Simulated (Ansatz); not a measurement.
**C2H9NOSi2: up Jacob's ladder to CCSD(T)**

An exercise on one series of results from a longer session: the logs are not shown, and one member is left open.

The runs use Ansatz 0.2.0, Gaussian basis; functionals in def2-TZVPP, the program's frozen cores in correlated methods.

The runs, in order: PBE-D4, r2SCAN-D4, PBE0-D4, B3LYP-D4, ωB97X-V, ωB97M-V, B2PLYP; CCSD(T)/def2-TZVPP; MP2/def2-QZVPP; extrapolation to the limit.

## The geometry

All runs share one geometry, relaxed beforehand with PBE0-D4 in a triple-zeta def2 set.

SMILES `C=C[SiH2]N[SiH2]O`, 15 atoms, charge 0, spin multiplicity 1.

Atoms are counted from 1 here; the program's logs count them from 0.

Bond lengths: C1–C2 1.332 Å, C1–H7 1.087 Å, C1–H8 1.087 Å, C2–Si3 1.864 Å, C2–H9 1.090 Å, Si3–N4 1.729 Å, Si3–H10 1.487 Å, Si3–H11 1.488 Å, N4–Si5 1.723 Å, N4–H12 1.009 Å, Si5–O6 1.642 Å, Si5–H13 1.483 Å, Si5–H14 1.490 Å, O6–H15 0.961 Å. Angles: C2–C1–H7 122.5°, C2–C1–H8 121.4°, H7–C1–H8 116.1°, C1–C2–Si3 122.7°, C1–C2–H9 118.1°, Si3–C2–H9 119.3°, C2–Si3–N4 112.1°, C2–Si3–H10 106.5°, C2–Si3–H11 109.9°, N4–Si3–H10 111.2°, N4–Si3–H11 106.9°, H10–Si3–H11 110.4°, Si3–N4–Si5 126.3°, Si3–N4–H12 116.4°, Si5–N4–H12 117.1°, N4–Si5–O6 108.6°, N4–Si5–H13 114.2°, N4–Si5–H14 107.3° and more.

As a file:

```
C    -0.8848    0.9018    2.0806
C    -0.2774   -0.2109    1.6717
Si    1.2273   -0.1898    0.5711
N     0.9017   -0.8658   -0.9865
Si   -0.1520   -0.2126   -2.1827
O    -1.2534    0.7534   -1.4401
H    -1.7627    0.8868    2.7213
H    -0.5209    1.8845    1.7911
H    -0.6884   -1.1677    1.9941
H     1.6495    1.2321    0.4615
H     2.3109   -1.0077    1.1792
H     1.3125   -1.7669   -1.1789
H     0.5159    0.6843   -3.1566
H    -0.7572   -1.3597   -2.9156
H    -1.6209    0.4382   -0.6102
```

Set-up of the first run:

File in.yaml:

```yaml
crystal:
  periodic: [false, false, false]
  atoms:
    - {symbol: C, position_ang: [-0.884830, 0.901794, 2.080579]}
    - {symbol: C, position_ang: [-0.277411, -0.210862, 1.671660]}
    - {symbol: Si, position_ang: [1.227270, -0.189819, 0.571117]}
    - {symbol: N, position_ang: [0.901702, -0.865835, -0.986488]}
    - {symbol: Si, position_ang: [-0.152049, -0.212642, -2.182749]}
    - {symbol: O, position_ang: [-1.253391, 0.753374, -1.440074]}
    - {symbol: H, position_ang: [-1.762727, 0.886841, 2.721309]}
    - {symbol: H, position_ang: [-0.520898, 1.884500, 1.791063]}
    - {symbol: H, position_ang: [-0.688414, -1.167679, 1.994135]}
    - {symbol: H, position_ang: [1.649501, 1.232105, 0.461489]}
    - {symbol: H, position_ang: [2.310930, -1.007679, 1.179161]}
    - {symbol: H, position_ang: [1.312523, -1.766946, -1.178853]}
    - {symbol: H, position_ang: [0.515884, 0.684312, -3.156588]}
    - {symbol: H, position_ang: [-0.757158, -1.359708, -2.915575]}
    - {symbol: H, position_ang: [-1.620912, 0.438244, -0.610197]}
basis:
  gaussian: {orbitals: def2-TZVPP}
hamiltonian: {xc: pbe, dispersion: d4}
output: {forces: true, orbitals: {seedname: orbitals}}
```

On the command line:

```sh
ansatz run in.yaml --threads 2 --pin off --events-out ev --progress --plain --max-ram 32768MiB --backend cuda --devices 0, --max-vram 18GiB
```

Among the steps run: PBE-D4 (GGA); r2SCAN-D4 (meta-GGA); PBE0-D4 (hybrid); B3LYP-D4 (hybrid); ωB97X-V (range-separated); ωB97M-V (range-separated); B2PLYP (double hybrid); CCSD(T) in def2-TZVPP; MP2 in def2-QZVPP.

One of the session's tables, all rows but one given; the rest of the session is left out.

| method | atomisation energy (kJ/mol) |
| --- | --- |
| PBE-D4 | ? |
| r2SCAN-D4 | 5577.3 |
| PBE0-D4 | 5555.5 |
| B3LYP-D4 | 5590.3 |
| ωB97X-V | 5607.0 |
| ωB97M-V | 5605.5 |
| B2PLYP | 5524.8 |
| HF/def2-TZVPP | 4088.5 |
| MP2/def2-TZVPP | 5507.7 |
| CCSD/def2-TZVPP | 5365.1 |
| CCSD(T)/def2-TZVPP | 5440.5 |
| MP2/CBS | 5665.5 |
| CCSD(T)/CBS | 5598.2 |

**Question.** Estimate the row for PBE-D4.

**Answer.** atomisation energy (kJ/mol): 5634.0. In the column «atomisation energy (kJ/mol)» it lies between ωB97X-V (5607.0) and MP2/CBS (5665.5).
